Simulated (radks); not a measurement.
# Nuclear size and the levels of Ge

Aim: how the total energy, the levels and the density at the nucleus of Ge respond when the nuclear radius is scaled.

Method: Dirac Kohn-Sham, LDA (Slater exchange, Perdew-Wang correlation), spin-unpolarised, spherical densities, finite nucleus; open shells are shared between the two j in proportion to 2j + 1. Code: radks (a radial shooting solver on a logarithmic mesh, Libxc functionals) version 1.

**1. Starting point**

```
element            : germanium (Z = 32)
charge             : 0
electrons          : 32
configuration      : [Ar] 3d10 4s2 4p2
nuclear rms radius : 4.0742 fm
```

Outer shells as boxes (Hund's rule):

Ge
```
[Ar] core
3d [↑↓][↑↓][↑↓][↑↓][↑↓]
4s [↑↓]
4p [↑ ][↑ ][  ]
```

In the logs a row gives level, spin channel, occupation and eigenvalue; Etot, Ekin, Encl (electron-nucleus), Eh (Hartree) and Exc are energies, all in hartree; err is the last residual, it the number of iterations.

**2. rms radius 4.0742 fm**

Settings of this run:

```text
Z 32
configuration [Ar] 3d10 4s2 4p2 5s0 4d0
relativity Dirac
functional lda,pw
spin unpolarised
j_filling average
nucleus finite rms 4.0742 fm
c 137.035999084
```

Output:

```text
1s1/2   1   2.0000        -401.95413847
2s1/2   1   2.0000         -50.30539456
2p1/2   1   2.0000         -44.79574789
2p3/2   1   4.0000         -43.62690726
3s1/2   1   2.0000          -6.16218430
3p1/2   1   2.0000          -4.34535183
3p3/2   1   4.0000          -4.18769562
3d3/2   1   4.0000          -1.09891272
3d5/2   1   6.0000          -1.07735426
4s1/2   1   2.0000          -0.43890127
4p1/2   1   0.6667          -0.15353479
4p3/2   1   1.3333          -0.14638819
5s1/2   1   0.0000          -0.01659355
4d3/2   1   0.0000           0.00019524
4d5/2   1   0.0000           0.00019524
Etot -2095.9859067305692
Ekin 2139.5566962804764
Encl -5061.376036148184
Eh 902.4237890523154
Exc -76.59035591517734
err 5.134697922214209e-09
it 15
```

The top filled level is 4p3/2, -3.983 eV.

Radial moments (bohr):

```
level  occupation  energy (eV)     <r>  outermost maximum (interpolated)  90 % within  nodes
3p1/2           2      -118.24  0.6405                             0.537        0.986      1
3p3/2           4      -113.95  0.6514                             0.546         1.00      1
3d3/2           4      -29.903  0.7340                             0.500         1.25      0
3d5/2           6      -29.316  0.7394                             0.503         1.26      0
4s1/2           2      -11.943   2.106                              1.73         3.19      3
4p1/2    0.666667       -4.178   2.840                              2.17         4.49      2
4p3/2     1.33333       -3.983   2.899                              2.21         4.59      2
5s1/2           0       -0.452   7.978                              6.30         12.4      4
```

Radial density 4πr²ρ:

```
r (bohr)  4πr²ρ (e/bohr)
 0.00156          0.7480
 0.00249           1.738
 0.00396           3.902
 0.00629           8.285
  0.0101           16.29
  0.0160           27.52
  0.0255           37.57
  0.0406           38.23
  0.0645           32.09
   0.103           38.27
   0.163           44.96
   0.262           26.82
   0.416           26.10
   0.662           24.37
    1.05           8.175
    1.67           2.751
    2.66           1.341
    4.24          0.3120
    6.79         0.02292
```

**3. rms radius 3.4794 fm**

Input: that of step 2 with these lines changed.

```diff
@@ -6,3 +6,3 @@
 j_filling average
-nucleus finite rms 4.0742 fm
+nucleus finite rms 3.4794 fm
 c 137.035999084
```

Output:

```text
1s1/2   1   2.0000        -401.95556935
2s1/2   1   2.0000         -50.30553387
2p1/2   1   2.0000         -44.79573658
2p3/2   1   4.0000         -43.62689513
3s1/2   1   2.0000          -6.16220512
3p1/2   1   2.0000          -4.34534975
3p3/2   1   4.0000          -4.18769342
3d3/2   1   4.0000          -1.09891126
3d5/2   1   6.0000          -1.07735281
4s1/2   1   2.0000          -0.43890273
4p1/2   1   0.6667          -0.15353453
4p3/2   1   1.3333          -0.14638793
5s1/2   1   0.0000          -0.01659370
4d3/2   1   0.0000           0.00019524
4d5/2   1   0.0000           0.00019524
Etot -2095.9892721213446
Ekin 2139.5688970947594
Encl -5061.391838079809
Eh 902.424090488228
Exc -76.59042162452351
err 5.134906841510648e-09
it 15
```

Energy against step 2 (rms radius 4.0742 fm): -0.092 eV. Highest occupied level: 4p3/2 at -3.983 eV.

**4. rms radius 3.7605 fm**

Input: that of step 3 with these lines changed.

```diff
@@ -6,3 +6,3 @@
 j_filling average
-nucleus finite rms 3.4794 fm
+nucleus finite rms 3.7605 fm
 c 137.035999084
```

Output:

```text
1s1/2   1   2.0000        -401.95491947
2s1/2   1   2.0000         -50.30547060
2p1/2   1   2.0000         -44.79574172
2p3/2   1   4.0000         -43.62690064
3s1/2   1   2.0000          -6.16219566
3p1/2   1   2.0000          -4.34535070
3p3/2   1   4.0000          -4.18769442
3d3/2   1   4.0000          -1.09891193
3d5/2   1   6.0000          -1.07735347
4s1/2   1   2.0000          -0.43890207
4p1/2   1   0.6667          -0.15353465
4p3/2   1   1.3333          -0.14638805
5s1/2   1   0.0000          -0.01659363
4d3/2   1   0.0000           0.00019524
4d5/2   1   0.0000           0.00019524
Etot -2095.987743633443
Ekin 2139.5633478794416
Encl -5061.384653314513
Eh 902.4239535820927
Exc -76.5903917804641
err 5.135155290162574e-09
it 15
```

E − E(step 2, rms radius 4.0742 fm) = -0.050 eV. 4p3/2 is the highest filled level (-3.983 eV).

**5. rms radius 4.3961 fm**

Input: that of step 4 with these lines changed.

```diff
@@ -6,3 +6,3 @@
 j_filling average
-nucleus finite rms 3.7605 fm
+nucleus finite rms 4.3961 fm
 c 137.035999084
```

Output:

```text
1s1/2   1   2.0000        -401.95327621
2s1/2   1   2.0000         -50.30531062
2p1/2   1   2.0000         -44.79575471
2p3/2   1   4.0000         -43.62691457
3s1/2   1   2.0000          -6.16217176
3p1/2   1   2.0000          -4.34535308
3p3/2   1   4.0000          -4.18769695
3d3/2   1   4.0000          -1.09891360
3d5/2   1   6.0000          -1.07735513
4s1/2   1   2.0000          -0.43890039
4p1/2   1   0.6667          -0.15353495
4p3/2   1   1.3333          -0.14638835
5s1/2   1   0.0000          -0.01659347
4d3/2   1   0.0000           0.00019524
4d5/2   1   0.0000           0.00019524
Etot -2095.9838787279086
Ekin 2139.549371629857
Encl -5061.366541445317
Eh 902.4236074070036
Exc -76.59031631945207
err 5.135319541439186e-09
it 15
```

E − E(step 2, rms radius 4.0742 fm) = +0.055 eV. 4p3/2 is the highest filled level (-3.983 eV).

**6. rms radius 4.4979 fm**

Input: that of step 5 with these lines changed.

```diff
@@ -6,3 +6,3 @@
 j_filling average
-nucleus finite rms 4.3961 fm
+nucleus finite rms 4.4979 fm
 c 137.035999084
```

Output:

```text
1s1/2   1   2.0000        -401.95299075
2s1/2   1   2.0000         -50.30528283
2p1/2   1   2.0000         -44.79575697
2p3/2   1   4.0000         -43.62691699
3s1/2   1   2.0000          -6.16216760
3p1/2   1   2.0000          -4.34535350
3p3/2   1   4.0000          -4.18769739
3d3/2   1   4.0000          -1.09891389
3d5/2   1   6.0000          -1.07735542
4s1/2   1   2.0000          -0.43890009
4p1/2   1   0.6667          -0.15353500
4p3/2   1   1.3333          -0.14638840
5s1/2   1   0.0000          -0.01659344
4d3/2   1   0.0000           0.00019524
4d5/2   1   0.0000           0.00019524
Etot -2095.983207332592
Ekin 2139.546950633109
Encl -5061.363402026079
Eh 902.4235472713435
Exc -76.59030321096577
err 5.134670310394893e-09
it 15
```

Energy against step 2 (rms radius 4.0742 fm): +0.073 eV. The top filled level is 4p3/2, -3.983 eV.

**7. All runs together**

```
rms radius (fm)  total energy shift (eV)  density at nucleus (e/bohr³)  1s1/2 shift (meV)  2s1/2 shift (meV)  2p1/2 shift (meV)  3s1/2 shift (meV)  3p1/2 shift (meV)
         3.4794                  -0.0916                     3.188e+04              -38.9              -3.79              0.308             -0.566             0.0566
         3.7605                  -0.0500                     3.172e+04              -21.3              -2.07              0.168             -0.309             0.0309
         4.0742                        0                     3.156e+04                  0                  0                  0                  0                  0
         4.3961                   0.0552                     3.141e+04               23.5               2.28             -0.185              0.341            -0.0341
         4.4979                   0.0735                     3.136e+04               31.2               3.04             -0.247              0.454            -0.0454
```

In words: Shifts are against the first run. Over the range the 1s1/2 level moves by 0.0702 eV and the 3p1/2 level by -0.102 meV. A larger nucleus binds the 1s electrons less and lowers the density at its centre. These are shifts of eigenvalues, not the field shifts of spectral lines.
